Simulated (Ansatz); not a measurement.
Geometry optimisation, DFT PBE-D3(BJ), scalar-relativistic, plane waves, PAW (Ansatz).

Input:

```yaml
crystal:
  lattice:
    - [-4.754, -2.744723, 4.33]
    - [4.754, -2.744723, 4.33]
    - [0.0, 5.489446, 4.33]
  atoms:
    - { symbol: Ga, position: [0.35228, 0.35228, 0.35228], spin: 1.0 }
    - { symbol: Al, position: [0.64772, 0.64772, 0.64772] }
    - { symbol: Al, position: [0.85228, 0.85228, 0.85228] }
    - { symbol: O, position: [0.59679999, 0.40319999, 0.75000001] }
    - { symbol: O, position: [0.75000001, 0.59680001, 0.40319999] }
    - { symbol: O, position: [0.4032, 0.75, 0.5968] }
    - { symbol: O, position: [0.40320001, 0.59680001, 0.24999999] }
    - { symbol: O, position: [0.24999999, 0.40319999, 0.59680001] }
    - { symbol: O, position: [0.5968, 0.25, 0.4032] }
    - { symbol: Al, position: [0.85228001, 0.85228001, 0.35227998] }
    - { symbol: Al, position: [0.64772001, 0.64772001, 0.14771998] }
    - { symbol: Al, position: [0.14771999, 0.14771999, 0.64772002] }
    - { symbol: Al, position: [0.35227999, 0.35227999, 0.85228002] }
    - { symbol: O, position: [0.09679999, 0.90319999, 0.75000001] }
    - { symbol: O, position: [0.24999999, 0.09679999, 0.40320001] }
    - { symbol: O, position: [0.9032, 0.25, 0.5968] }
    - { symbol: O, position: [0.90320001, 0.09680001, 0.24999999] }
    - { symbol: O, position: [0.75000001, 0.90320001, 0.59679999] }
    - { symbol: O, position: [0.0968, 0.75, 0.4032] }
    - { symbol: Al, position: [0.85227999, 0.35227999, 0.85228001] }
    - { symbol: Al, position: [0.64771999, 0.14771999, 0.64772001] }
    - { symbol: Al, position: [0.14772001, 0.64772001, 0.14771999] }
    - { symbol: Al, position: [0.35228001, 0.85228001, 0.35227999] }
    - { symbol: O, position: [0.0968, 0.4032, 0.25] }
    - { symbol: O, position: [0.24999999, 0.59679999, 0.90320002] }
    - { symbol: O, position: [0.90320002, 0.75000002, 0.09679997] }
    - { symbol: O, position: [0.9032, 0.5968, 0.75] }
    - { symbol: O, position: [0.75000001, 0.40320001, 0.09679998] }
    - { symbol: O, position: [0.09679998, 0.24999998, 0.90320003] }
    - { symbol: Al, position: [0.35227999, 0.85227999, 0.85228001] }
    - { symbol: Al, position: [0.14771999, 0.64771999, 0.64772001] }
    - { symbol: Al, position: [0.64772001, 0.14772001, 0.14771999] }
    - { symbol: Al, position: [0.85228001, 0.35228001, 0.35227999] }
    - { symbol: O, position: [0.59680001, 0.90320001, 0.24999998] }
    - { symbol: O, position: [0.74999999, 0.09679999, 0.90320002] }
    - { symbol: O, position: [0.40320001, 0.25000001, 0.09679999] }
    - { symbol: O, position: [0.40319999, 0.09679999, 0.75000002] }
    - { symbol: O, position: [0.25000001, 0.90320001, 0.09679998] }
    - { symbol: O, position: [0.59679999, 0.74999999, 0.90320001] }
magnetization:
  spin_polarized: true
total_charge: -2
basis:
  ecutwfc: 420.0
kpoints:
  mp_grid: { grid: [2, 2, 2] }
hamiltonian:
  xc: pbe
  dispersion: d3bj
  pseudopotentials: { kind: paw, azcp: { folder: soft_1 } }
scf:
  occupations: { method: fermi_dirac, width: 0.05 }
  lower_state_search: "off"
relax:
  f_tol: 0.03
  max_steps: 60
  adjacent_minimum: "off"
```

Run as:

```bash
$ ansatz run input.yaml --threads 4 --pin off --max-ram 10240MiB --backend cpu --events-out ev --progress --plain --runs-dir out
```

Question: Where does it end, and by what steps?

Answer: The forces met the threshold. Limits of this set-up: coarse k mesh, a small cell, in which the defect meets its images, charged cell in a uniform background, uncorrected. After 5 steps the energy has fallen by 2.192 eV; Ga1 moved furthest, 0.21 Å.

| step | energy less start (eV) | largest force component (eV/Å) | accepted |
| --- | --- | --- | --- |
| 0 | 0.0000 | 3.468 | yes |
| 1 | -1.4923 | 2.372 | yes |
| 2 | -2.1194 | 0.909 | yes |
| 3 | -2.1630 | 0.222 | yes |
| 4 | -2.1908 | 0.067 | yes |
| 5 | -2.1915 | 0.008 | yes |

```xyz
39
Lattice="-4.7540 -2.7447 4.3300 4.7540 -2.7447 4.3300 0.0000 5.4894 4.3300" Properties=species:S:1:pos:R:3
Ga 0.000 0.000 4.365
Al 0.000 0.000 8.385
Al 0.000 0.000 11.060
O -0.916 1.380 7.574
O -0.737 -1.483 7.574
O 1.653 0.103 7.574
O 0.932 -1.394 5.429
O 0.741 1.504 5.429
O -1.673 -0.110 5.429
Al 0.010 -2.753 8.920
Al 0.002 -2.720 6.268
Al 0.016 2.785 4.108
Al -0.006 2.870 6.710
O 3.826 1.401 7.583
O -0.763 1.402 3.314
O -3.098 0.100 7.559
O -3.770 -1.289 5.375
O 0.736 -1.246 9.740
O 3.140 -0.096 5.444
Al -2.390 1.368 8.920
Al -2.357 1.358 6.268
Al 2.404 -1.406 4.108
Al 2.489 -1.430 6.710
O 1.596 -0.040 3.314
O 1.635 2.633 7.559
O -0.700 -4.014 7.583
O -1.447 -0.014 9.740
O -1.653 -2.672 5.444
O 0.769 3.909 5.375
Al 2.379 1.386 8.920
Al 2.355 1.362 6.268
Al -2.420 -1.379 4.108
Al -2.482 -1.440 6.710
O 1.462 -2.733 7.559
O -3.127 2.613 7.583
O -0.833 -1.362 3.314
O -1.487 2.767 5.444
O 3.001 -2.621 5.375
O 0.712 1.261 9.740
```

The run took 60 s on 4 threads of Arm Neoverse V2, on a shared host, peak memory 1.2 GiB.
